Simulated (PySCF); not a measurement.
# CH6OSi2: the cost of one run

Computed with PySCF 2.14.0, with density-fitted response routines of our own, on a single molecule in the gas phase. Atoms are numbered from 0 throughout.

## 1. Starting geometry

10 atoms, charge 0, multiplicity 1; geometry from: GFN2-xTB. The atoms were then displaced at random by about 0.01 Å, so the start is not that level's minimum.

Bonds of the start (Å): O0–C1 1.22, C1–Si2 1.93, Si2–Si3 2.26, C1–H4 1.12, Si2–H5 1.47, Si2–H6 1.49, Si3–H7 1.46, Si3–H8 1.49, Si3–H9 1.49.

## 2. Optimising the geometry at PBE0-D3(BJ)/def2-SVP

What the job is given:

```
{"job": {"xc": "PBE0", "basis": "def2-SVP", "d3": "d3bj", "grid": 1, "shake": 0.01, "kind": "geom"}, "charge": 0, "multiplicity": 1}
O      1.492580    -1.754820    -0.240920
C      1.726400    -0.558670    -0.322450
Si     0.408280     0.813620     0.004190
Si    -1.592540    -0.217590     0.212430
H      2.764950    -0.256400    -0.596780
H      0.615590     1.771560    -1.093840
H      0.963830     1.502030     1.200680
H     -1.758000    -1.344670    -0.705610
H     -1.861250    -0.699790     1.598260
H     -2.709400     0.723800    -0.077020
```

Launch:

```
$ OMP_NUM_THREADS=1 python probes_run.py task.json out
```

One launch serves the whole session: the jobs run in the order shown.

Q: Estimate the wall time and peak memory of this first job on 1 thread of Arm Neoverse V1, shared host.

About 49 s, with a peak of 0.39 GiB.
